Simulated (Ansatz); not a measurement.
# Alloy of InAs and AlAs (20 of 32 In sites exchanged), 64 atoms, part 2 of 2

Ansatz 0.2.0, PAW. Earlier steps stand in the parts before.

## 3. HSE06 on the final geometry

in.yaml reads:

```yaml
crystal:
  lattice:
    - [11.639910, 0.000000, 0.000000]
    - [0.000000, 11.639910, 0.000000]
    - [0.000000, 0.000000, 11.639910]
  atoms:
    - { symbol: Al, position: [0.999812, 0.000037, 0.997985] }
    - { symbol: Al, position: [0.002245, 0.499241, 0.996671] }
    - { symbol: Al, position: [0.997992, 0.498707, 0.501096] }
    - { symbol: Al, position: [0.498123, 0.499014, 0.996480] }
    - { symbol: Al, position: [0.502284, 0.499407, 0.501770] }
    - { symbol: Al, position: [0.749728, 0.250076, 0.499650] }
    - { symbol: Al, position: [0.750169, 0.750007, 0.499377] }
    - { symbol: Al, position: [0.246900, 0.999110, 0.247677] }
    - { symbol: Al, position: [0.247184, 0.999169, 0.751872] }
    - { symbol: Al, position: [0.248385, 0.500154, 0.749332] }
    - { symbol: Al, position: [0.752163, 0.999239, 0.251956] }
    - { symbol: Al, position: [0.751496, 0.998835, 0.747599] }
    - { symbol: Al, position: [0.997665, 0.247285, 0.248417] }
    - { symbol: Al, position: [0.999181, 0.248838, 0.749233] }
    - { symbol: Al, position: [0.997634, 0.751256, 0.249549] }
    - { symbol: Al, position: [0.999725, 0.748922, 0.748696] }
    - { symbol: Al, position: [0.501247, 0.249243, 0.252033] }
    - { symbol: Al, position: [0.499978, 0.251412, 0.747172] }
    - { symbol: Al, position: [0.502425, 0.749312, 0.250823] }
    - { symbol: Al, position: [0.498909, 0.747297, 0.747243] }
    - { symbol: In, position: [0.996564, 0.000917, 0.499920] }
    - { symbol: In, position: [0.501143, 0.001316, 0.999077] }
    - { symbol: In, position: [0.504879, 0.001016, 0.499871] }
    - { symbol: In, position: [0.248871, 0.250766, 0.998984] }
    - { symbol: In, position: [0.251271, 0.253216, 0.501600] }
    - { symbol: In, position: [0.249535, 0.750693, 0.998549] }
    - { symbol: In, position: [0.250632, 0.748974, 0.501851] }
    - { symbol: In, position: [0.752496, 0.248964, 0.000343] }
    - { symbol: In, position: [0.752000, 0.753272, 0.000816] }
    - { symbol: In, position: [0.249508, 0.501065, 0.250688] }
    - { symbol: In, position: [0.750095, 0.501107, 0.254449] }
    - { symbol: In, position: [0.750368, 0.500810, 0.746223] }
    - { symbol: As, position: [0.118757, 0.119144, 0.128098] }
    - { symbol: As, position: [0.126169, 0.124974, 0.635643] }
    - { symbol: As, position: [0.112237, 0.625051, 0.123503] }
    - { symbol: As, position: [0.118776, 0.618087, 0.629198] }
    - { symbol: As, position: [0.627351, 0.124531, 0.137889] }
    - { symbol: As, position: [0.634098, 0.132713, 0.631570] }
    - { symbol: As, position: [0.613752, 0.623790, 0.121906] }
    - { symbol: As, position: [0.620048, 0.631387, 0.616601] }
    - { symbol: As, position: [0.386952, 0.374708, 0.125357] }
    - { symbol: As, position: [0.381243, 0.383805, 0.631000] }
    - { symbol: As, position: [0.375809, 0.874846, 0.136509] }
    - { symbol: As, position: [0.374767, 0.877238, 0.636778] }
    - { symbol: As, position: [0.887249, 0.377393, 0.124396] }
    - { symbol: As, position: [0.879578, 0.367264, 0.618055] }
    - { symbol: As, position: [0.881432, 0.883711, 0.130861] }
    - { symbol: As, position: [0.868486, 0.867363, 0.629185] }
    - { symbol: As, position: [0.372372, 0.123741, 0.363429] }
    - { symbol: As, position: [0.373907, 0.125145, 0.861708] }
    - { symbol: As, position: [0.388236, 0.624534, 0.376807] }
    - { symbol: As, position: [0.378616, 0.619091, 0.868333] }
    - { symbol: As, position: [0.866938, 0.131457, 0.369541] }
    - { symbol: As, position: [0.879716, 0.118046, 0.868401] }
    - { symbol: As, position: [0.882006, 0.632643, 0.383713] }
    - { symbol: As, position: [0.886043, 0.625068, 0.875666] }
    - { symbol: As, position: [0.111744, 0.373728, 0.374160] }
    - { symbol: As, position: [0.119186, 0.379696, 0.867783] }
    - { symbol: As, position: [0.124448, 0.874012, 0.364657] }
    - { symbol: As, position: [0.118283, 0.879624, 0.868855] }
    - { symbol: As, position: [0.619005, 0.368353, 0.383194] }
    - { symbol: As, position: [0.615155, 0.373914, 0.874127] }
    - { symbol: As, position: [0.633636, 0.868238, 0.368682] }
    - { symbol: As, position: [0.624523, 0.873874, 0.861325] }
  symmetry: { detect: false }
kpoints:
  mp_grid: { grid: [1, 1, 1], shift: [0.25, 0.25, 0.25] }
hamiltonian:
  xc: hse06
scf:
  occupations: { method: fermi_dirac, width: 0.01 }
output:
  forces: true
  eigenvalues: true
  populations: true
  eigenstates: { kpoints: [[0.25, 0.25, 0.25]], e_range: [-6.0, 6.0], localisation: true }
```

Command:

```console
ansatz run in.yaml --threads 4 --pin off --max-ram 61750MiB --runs-dir r --events-out ev --progress --plain --backend cuda --devices 0, --max-vram 37GiB
```

The program printed:

```text
Pseudopotentials: kind: paw
Functional definition: HSE06
  parameter a = 0.25
  parameter omega = 0.11/bohr
  exchange = pbe_x - a*pbe_x_sr(omega) + a*exact_x_sr(omega)
  correlation = pbe_c
Crystal: 64 atoms, lattice volume = 1577.062 Å³
Basis set: ecut = 420 eV, 31031 PW (Γ), exchange–correlation on 160×160×160 points (8 copies of the dense FFT grid, shifted against one another)
Bands: 418, of which v1, the nominal top of the filled ones, is band 348 counted from 1 (347 counted from 0)
Symmetry: 1 space group operations
k-points: 1
Non-local potential: Al, projectors of the file, l = 0: 2, l = 1: 2, l = 2: 1
Non-local potential: In, projectors of the file, l = 0: 2, l = 1: 2, l = 2: 2, l = 3: 2
Non-local potential: As, projectors of the file, l = 0: 2, l = 1: 2, l = 2: 3, l = 3: 1
PAW form: soft (Blöchl's): semilocal exchange-correlation on the pseudo side does not see the compensation charge
PAW frozen core: Al, regenerated for the run's functional, and the local potential with it (the file was generated under x = pbe(κ = 0.804, μ = 0.2195149727645171), c = pbe(β = 0.06672455060314922))
PAW frozen core: In, regenerated for the run's functional, and the local potential with it (the file was generated under x = pbe(κ = 0.804, μ = 0.2195149727645171), c = pbe(β = 0.06672455060314922))
PAW frozen core: As, regenerated for the run's functional, and the local potential with it (the file was generated under x = pbe(κ = 0.804, μ = 0.2195149727645171), c = pbe(β = 0.06672455060314922))
PAW one-centre angular grid: Al, 110 points (default); XC on 64 Gauss nodes
PAW one-centre angular grid: In, 590 points (default); XC on 64 Gauss nodes
PAW one-centre angular grid: As, 590 points (default); XC on 64 Gauss nodes
Initial density: superposition of atomic densities (neutral atoms: chi_scale 0, normalization atom), corrected by the library's trained network
Initial wavefunctions: pseudopotential atomic-orbital guess
Functional: x = pbe(κ = 0.804, μ = 0.2195149727645171), c = pbe(β = 0.06672455060314922), warm-up for x = pbe(κ = 0.804, μ = 0.2195149727645171) + 0.25 (exact − pbe) at short range (hse, ω = 0.20786987370883472 Å⁻¹), c = pbe(β = 0.06672455060314922); HSE06 as pw.x's `hse` composes it (authors' and Libxc's form: `xc: wpbeh`)
SCF iter   1: F=—  HF=-233344.891461 eV  |F-HF|=—  |Δ(HF+E_count)|=         —  Δρ=2.42e-3  dr2=1.56e-1  ethr=1.77e-3  ⟨swp⟩=8.0  Hψ=1797  notcnv=0
preconditioner: auto → none  [insulator: Δε(μ)=1.874 eV  Ē_g=11.350 eV  σ=0.010 eV  W_gap=1.00  n_scr=364 (ndim 8)  ℏωp=18.1 eV  f_vac=0.031  D(μ)=0.00/eV (n_scr^D=0)]
SCF iter   2: F=—  HF=-233344.863934 eV  |F-HF|=—  |Δ(HF+E_count)|=   2.75e-2  Δρ=9.42e-4  dr2=2.33e-2  ethr=2.24e-5  ⟨swp⟩=10.0  Hψ=1310  notcnv=0  defer=29
SCF iter   3: F=—  HF=-233344.865612 eV  |F-HF|=—  |Δ(HF+E_count)|=   1.68e-3  Δρ=5.16e-4  dr2=1.43e-2  ethr=3.34e-6  ⟨swp⟩=8.0  Hψ=1516  notcnv=0  defer=16
SCF iter   4: F=—  HF=-233344.864578 eV  |F-HF|=—  |Δ(HF+E_count)|=   1.03e-3  Δρ=2.69e-4  dr2=5.56e-3  ethr=2.06e-6  ⟨swp⟩=14.0  Hψ=1320  notcnv=0  defer=4
SCF iter   5: F=—  HF=-233344.864016 eV  |F-HF|=—  |Δ(HF+E_count)|=   5.62e-4  Δρ=1.23e-4  dr2=9.51e-4  ethr=7.99e-7  ⟨swp⟩=10.0  Hψ=1154  notcnv=0  defer=4
iter 6 solved again at ethr=7.44e-9 eV; its pass at ethr=1.37e-7 eV (dr2=5.18e-5 eV) is discarded
SCF iter   6: F=-233344.863931 eV  HF=-233344.863925 eV  |F-HF|=6.45e-6  |Δ(HF+E_count)|=   9.12e-5  Δρ=5.63e-5  dr2=5.16e-5  ethr=7.44e-9  ⟨swp⟩=6.0  Hψ=1930  notcnv=0  defer=4
SCF 1 stopped early in 6 iterations: F = -233344.863931 eV  dr2 = 5.16e-5
Initial density: handed on by an earlier stage of this run
Initial wavefunctions: those handed on with the density
Functional: x = pbe(κ = 0.804, μ = 0.2195149727645171) + 0.25 (exact − pbe) at short range (hse, ω = 0.20786987370883472 Å⁻¹), c = pbe(β = 0.06672455060314922); HSE06 as pw.x's `hse` composes it (authors' and Libxc's form: `xc: wpbeh`)
Exchange kernel: α = 0.2500, screened, ω = 0.2079 Å⁻¹, Wigner–Seitz truncation, v(0) = 969.1971 eV·Å³, q-mesh 1×1×1, nearest image of the exchange supercell L = 11.64 Å, pair-density grid 54×54×54, without the augmentation charges, whose exchange is taken in its separable form (sized by the pseudopotential files, 80×80×80 at the most)
Frozen-core exchange: fock
SCF iter   1: F=—  HF=-233442.227832 eV  |F-HF|=—  |Δ(HF+E_count)|=         —  Δρ=5.06e-3  dr2=2.40e-1  ethr=7.41e-8  ⟨swp⟩=17.0  Hψ=2736  notcnv=0
preconditioner: auto → none  [insulator: Δε(μ)=2.643 eV  Ē_g=12.959 eV  σ=0.010 eV  W_gap=1.00  n_scr=364 (ndim 8)  ℏωp=18.1 eV  f_vac=0.026  D(μ)=0.00/eV (n_scr^D=0)]
SCF iter   2: F=—  HF=-233441.976484 eV  |F-HF|=—  |Δ(HF+E_count)|=   2.51e-1  Δρ=2.11e-3  dr2=5.20e-2  ethr=7.41e-8  ⟨swp⟩=6.0  Hψ=1889  notcnv=0
SCF iter   3: F=—  HF=-233441.970680 eV  |F-HF|=—  |Δ(HF+E_count)|=   5.80e-3  Δρ=9.01e-4  dr2=2.10e-2  ethr=7.41e-8  ⟨swp⟩=4.0  Hψ=1460  notcnv=0
SCF iter   4: F=—  HF=-233442.155123 eV  |F-HF|=—  |Δ(HF+E_count)|=   1.84e-1  Δρ=7.04e-4  dr2=5.63e-3  ethr=7.41e-8  ⟨swp⟩=7.0  Hψ=1884  notcnv=0  defer=1
SCF iter   5: F=—  HF=-233442.154008 eV  |F-HF|=—  |Δ(HF+E_count)|=   1.12e-3  Δρ=1.54e-4  dr2=4.38e-3  ethr=7.41e-8  ⟨swp⟩=5.0  Hψ=1620  notcnv=0
SCF iter   6: F=—  HF=-233442.153176 eV  |F-HF|=—  |Δ(HF+E_count)|=   8.32e-4  Δρ=6.00e-5  dr2=6.04e-4  ethr=7.41e-8  ⟨swp⟩=6.0  Hψ=1251  notcnv=0
SCF iter   7: F=—  HF=-233442.156161 eV  |F-HF|=—  |Δ(HF+E_count)|=   2.99e-3  Δρ=1.01e-4  dr2=1.87e-4  ethr=3.77e-8  ⟨swp⟩=8.0  Hψ=1405  notcnv=0  defer=2
SCF iter   8: F=-233442.156110 eV  HF=-233442.156115 eV  |F-HF|=4.30e-6  |Δ(HF+E_count)|=   4.68e-5  Δρ=2.14e-5  dr2=1.80e-5  ethr=2.54e-8  ⟨swp⟩=3.0  Hψ=822  notcnv=0
SCF 2 stopped early in 8 iterations: F = -233442.156110 eV  dr2 = 1.80e-5
  Residual-converged pass: ⟨swp⟩=4.0  Hψ=1245  notcnv=0  max |occ|·‖R‖ = 6.1e-6 eV (tolerance 6.7e-6 eV)  dr2=1.64e-5  dr2_onsite=1.04e-6  max |Δocc| = 0.0e0
hybrid outer 1: dexx = +2.105e-1 eV, tail = 8.49e-4 eV
SCF iter   1: F=—  HF=-233442.160572 eV  |F-HF|=—  |Δ(HF+E_count)|=         —  Δρ=4.46e-5  dr2=2.96e-5  ethr=6.10e-7  ⟨swp⟩=12.0  Hψ=1024  notcnv=0
preconditioner: auto → none  [insulator: Δε(μ)=2.663 eV  Ē_g=12.943 eV  σ=0.010 eV  W_gap=1.00  n_scr=364 (ndim 8)  ℏωp=18.1 eV  f_vac=0.027  D(μ)=0.00/eV (n_scr^D=0)]
SCF iter   2: F=—  HF=-233442.160596 eV  |F-HF|=—  |Δ(HF+E_count)|=   2.39e-5  Δρ=1.58e-5  dr2=6.56e-6  ethr=2.95e-9  ⟨swp⟩=4.0  Hψ=1460  notcnv=0
SCF iter   3: F=—  HF=-233442.160606 eV  |F-HF|=—  |Δ(HF+E_count)|=   1.03e-5  Δρ=1.48e-5  dr2=3.40e-6  ethr=6.99e-10  ⟨swp⟩=8.0  Hψ=1293  notcnv=0  defer=2
SCF iter   4: F=—  HF=-233442.160605 eV  |F-HF|=—  |Δ(HF+E_count)|=   9.36e-7  Δρ=5.72e-6  dr2=3.99e-7  ethr=4.49e-10  ⟨swp⟩=5.0  Hψ=827  notcnv=0  defer=2
SCF iter   5: F=—  HF=-233442.160606 eV  |F-HF|=—  |Δ(HF+E_count)|=   3.60e-7  Δρ=1.94e-6  dr2=2.78e-7  ethr=5.22e-11  ⟨swp⟩=9.0  Hψ=1320  notcnv=0  defer=3
SCF iter   6: F=—  HF=-233442.160606 eV  |F-HF|=—  |Δ(HF+E_count)|=   3.20e-8  Δρ=1.52e-6  dr2=5.26e-7  ethr=3.90e-11  ⟨swp⟩=6.0  Hψ=918  notcnv=0
SCF iter   7: F=-233442.160606 eV  HF=-233442.160606 eV  |F-HF|=2.31e-8  |Δ(HF+E_count)|=   1.05e-7  Δρ=4.38e-7  dr2=2.43e-8  ethr=3.90e-11  ⟨swp⟩=4.0  Hψ=829  notcnv=0
SCF 3 converged in 7 iterations: F = -233442.160606 eV  dr2 = 2.43e-8
  Residual-converged pass: ⟨swp⟩=4.0  Hψ=912  notcnv=0  max |occ|·‖R‖ = 2.4e-6 eV (tolerance 2.5e-6 eV)  dr2=1.65e-8  dr2_onsite=2.08e-9  max |Δocc| = 0.0e0
[... from here the SCF cycle lines were not kept, up to the last twenty ...]
hybrid outer 2: dexx = +1.501e-5 eV, tail = 3.05e-7 eV, Δε = 1.76e-3 eV (about 5.44e-5 eV left of the loop's levels), ΔF = 4.23e-3 eV/Å (tail 5.65e-4)
NSCF: frozen V_eff on 1 k-points
hybrid SCF converged: 2 outer / 15 inner (+6 warm-up), last move |dexx| = 1.50e-5 eV, tail = 3.05e-7 eV
Stability not checked: this state was not tested for a lower state beside it, because the functional holds exact exchange (a hybrid, or Hartree-Fock), whose exchange loop this test does not read (fock_operator; see scf.lower_state_search)
Free energy (F): -233442.160606 eV
Harris-Foulkes:  -233442.160606 eV  (|F-HF|=2.31e-8)
Internal energy: -233442.160606 eV  (E = F + TS)
E sigma→0 (E₀):  -233442.160606 eV
Fermi energy:    7.642443 eV
--- Per-component energies (eV) ---
  E_band       = -10844.826403
  E_kinetic    = 6670.180982
  E_local      = -83311.742380  (includes V_loc(G=0)·N_el)
  E_nonlocal   = -16863.735607
  E_hartree    = 42518.512297
  E_xc         = -4747.151326
  E_vxc        = -3464.403098  (∫ρ·V_xc dr)
  E_exx        = -2421.306632  (= α·E_x^exact, valence–valence)
  E_paw        = -116758.859553  (= ΣΔE_a)
  E_vpaw       = 5930.452490  (= ΣTr[D̂ρ^β])
  E_aug_tail   = 0.000544  (compensation charges beyond the density's cutoff)
  E_ewald      = -58508.968931
  E_core_change = -19.090020  (= ΣΔE_core)
  E_smearing   = -0.000000  (= −TS)
  E_closure    = 0.000019  (closes the sum)
  Σ components = -233442.160606   (vs F -233442.160606, Δ=0.00e0)
--- Forces (eV/Å), atoms counted from 1 ---
  atom   1  Al     0.00377060     0.00624807    -0.00175992
  atom   2  Al    -0.00309794     0.00933817     0.00661974
  atom   3  Al     0.00554069    -0.02247794     0.00079158
  atom   4  Al     0.00284933    -0.01544258    -0.00416090
  atom   5  Al     0.00322265     0.00980102    -0.00822122
  atom   6  Al     0.00848052     0.00650334     0.00447647
  atom   7  Al     0.00268575     0.00817528     0.01076477
  atom   8  Al    -0.00508881    -0.01710069     0.00396699
  atom   9  Al     0.00282425     0.00568466    -0.00522566
  atom  10  Al    -0.00363063     0.00398453     0.00747576
  atom  11  Al    -0.00522570     0.01468877    -0.00037111
  atom  12  Al     0.00227976    -0.02607978     0.00510079
  atom  13  Al    -0.00843555     0.00712665     0.00295148
  atom  14  Al     0.00650577    -0.01670099    -0.00800745
  atom  15  Al     0.02022646     0.00203142    -0.00313189
  atom  16  Al    -0.01144106    -0.01774058     0.00906178
  atom  17  Al    -0.00706833    -0.01930947    -0.00251247
  atom  18  Al    -0.00360656    -0.00307922     0.02122563
  atom  19  Al    -0.00405379    -0.01927134    -0.00899872
  atom  20  Al     0.00196314     0.00554237    -0.00701883
  atom  21  In     0.00455001     0.00166366    -0.00418636
  atom  22  In    -0.00715712    -0.00004253    -0.00462146
  atom  23  In    -0.00112724     0.00300033    -0.01218404
  atom  24  In     0.00341590     0.00026132    -0.00688296
  atom  25  In    -0.00035139     0.00146175    -0.00244997
  atom  26  In    -0.00634042     0.00138450    -0.00031060
  atom  27  In     0.00194572     0.00610367     0.00637645
  atom  28  In     0.00122403     0.00510926    -0.00169764
  atom  29  In    -0.00672855     0.00112936    -0.00227138
  atom  30  In    -0.00509883     0.00466743    -0.00380131
  atom  31  In    -0.00192650     0.00266648    -0.00185484
  atom  32  In    -0.00319882     0.00194579     0.00318384
  atom  33  As    -0.00630554    -0.00654615     0.01293750
  atom  34  As    -0.01265235    -0.00755842     0.01509826
  atom  35  As    -0.01323725     0.01141690     0.01152008
  atom  36  As     0.00395993    -0.00678319     0.02281929
  atom  37  As    -0.00301861    -0.00501032     0.01276799
  atom  38  As    -0.00517395    -0.00177091    -0.01641519
  atom  39  As    -0.00944507     0.02379468     0.01365378
  atom  40  As    -0.00168912     0.01157670    -0.01105914
  atom  41  As     0.01345841    -0.00939585    -0.01568944
  atom  42  As     0.00238641    -0.00751634    -0.01536979
  atom  43  As    -0.01257175    -0.00924479     0.01358193
  atom  44  As    -0.02578057    -0.01754143     0.02669803
  atom  45  As     0.02386304    -0.01624348    -0.02224545
  atom  46  As     0.01865382     0.00166700    -0.01784347
  atom  47  As    -0.01327505    -0.00673724     0.00301225
  atom  48  As    -0.02019980     0.00089459     0.01822501
  atom  49  As     0.01653240     0.02084021    -0.01200299
  atom  50  As     0.01379690     0.01378275    -0.00923474
  atom  51  As     0.01179386    -0.00545061    -0.00199837
  atom  52  As     0.00931629    -0.00343457    -0.00614234
  atom  53  As    -0.00897176     0.00720929    -0.00072810
  atom  54  As     0.02223379    -0.00545837     0.00243293
  atom  55  As    -0.01623953    -0.00490265    -0.00853517
  atom  56  As     0.01680208    -0.00793047    -0.01169903
  atom  57  As    -0.01234994     0.01283075     0.01534648
  atom  58  As    -0.00794238     0.01979127    -0.00019526
  atom  59  As     0.01956413     0.01498889    -0.02889462
  atom  60  As     0.00402181     0.01854304    -0.01174962
  atom  61  As    -0.01208246    -0.00696435     0.02882544
  atom  62  As    -0.02654179     0.01434151     0.02039371
  atom  63  As     0.02467099    -0.00384775    -0.00860906
  atom  64  As     0.01831295     0.00907872    -0.01143793
  max |Σ_I F_I| component: 3.08e-4 eV/Å
--- Band table (eV) ---
  k-point 0: bands = [... 336 lower levels ..., "5.5507", "5.5600", "5.6153", "5.6291", "5.6718", "5.7400", "5.7416", "5.9150", "5.9561", "5.9797", "6.3044", "6.3118", "8.9747", "8.9777", "9.0451", "9.0550", "9.3101", "9.5077", "9.5656", "9.5769", "9.6079", "9.6543", "9.7704", "9.8339", ... 58 higher levels ...]
--- Löwdin populations: 64 sites ---
  site symbol       q [e]
     0     Al      2.5739
     1     Al      2.5801
     2     Al      2.5766
     3     Al      2.5780
     4     Al      2.5807
     5     Al      2.5828
     6     Al      2.5829
     7     Al      2.5781
     8     Al      2.5801
     9     Al      2.5740
    10     Al      2.5807
    11     Al      2.5766
    12     Al      2.5722
    13     Al      2.5721
    14     Al      2.5728
    15     Al      2.5721
    16     Al      2.5751
    17     Al      2.5728
    18     Al      2.5750
    19     Al      2.5722
    20     In     12.6610
    21     In     12.6608
    22     In     12.6530
    23     In     12.6660
    24     In     12.6695
    25     In     12.6661
    26     In     12.6683
    27     In     12.6683
    28     In     12.6695
    29     In     12.6607
    30     In     12.6530
    31     In     12.6609
    32     As     15.3483
    33     As     15.3328
    34     As     15.3360
    35     As     15.3492
    36     As     15.3332
    37     As     15.3465
    38     As     15.3317
    39     As     15.3515
    40     As     15.3332
    41     As     15.3477
    42     As     15.3332
    43     As     15.3323
    44     As     15.3323
    45     As     15.3512
    46     As     15.3477
    47     As     15.3512
    48     As     15.3318
    49     As     15.3360
    50     As     15.3333
    51     As     15.3482
    52     As     15.3515
    53     As     15.3492
    54     As     15.3465
    55     As     15.3328
    56     As     15.3342
    57     As     15.3514
    58     As     15.3321
    59     As     15.3514
    60     As     15.3511
    61     As     15.3322
    62     As     15.3512
    63     As     15.3343
  spilling = 0.002283 (of n_electrons = 696.000000)
```

Run time: 89 s. Hardware: 1 × NVIDIA H100 80GB HBM3 with 4 threads of AMD EPYC 7R13, shared host; peak host memory 4.4 GiB.

Top filled level 6.312 eV, lowest empty level 8.975 eV: 2.66 eV apart at the single k point (¼, ¼, ¼).

Frontier states and how far they spread:

| level (eV) | spin | filling | atoms sharing it | main element | its share | largest atom |
| --- | --- | --- | --- | --- | --- | --- |
| -0.33 | both | 2.00 | 43.3 | As | 0.73 | – |
| -0.01 | both | 2.00 | 45.3 | As | 0.75 | – |
| 0.00 | both | 2.00 | 47.3 | As | 0.75 | – |
| 2.66 | both | 0.00 | 60.6 | As | 0.41 | – |
| 2.67 | both | 0.00 | 54.3 | As | 0.42 | – |
| 2.73 | both | 0.00 | 52.6 | As | 0.41 | – |
| 2.74 | both | 0.00 | 57.8 | Al | 0.42 | – |
| 3.00 | both | 0.00 | 62.2 | As | 0.48 | – |

The largest force by HSE06 is only 0.04 eV/Å (on As44), so the positions lie close to this level's own in this cell.

## 4. Outcome

This closing draws on all 2 parts. Changes of volume or cell count from the first structure of part 1.

| level | time | top filled to lowest empty (eV) |
| --- | --- | --- |
| PBEsol, relaxation | 29 s (GPU) | 1.81 |
| HSE06 | 89 s (GPU) | 2.66 |

| quantity | value |
| --- | --- |
| relaxation | 5 recorded steps, 3.23 eV gained |
| largest shift | 0.20 Å (As50) |
| relaxed cell | a = 11.640 Å, b = 11.640 Å, c = 11.640 Å, α = 90.00°, β = 90.00°, γ = 90.00° |
| mean bonds | Al–As 2.465, As–In 2.619 Å |

**In words.** The relaxation lowers the energy by 3.23 eV; the largest shift is 0.20 Å (As50), while the volume changes by -0.6 %. The mean lengths of the listed bonds run from Al–As 2.46 Å to As–In 2.62 Å. At the same k points, PBEsol gives a spacing 0.86 eV smaller than the 2.66 eV of HSE06. No spin–orbit coupling is included; with elements this heavy it would shift the edges. With one k point the spacing samples only the states that fold onto it, so it can exceed the gap over the zone.
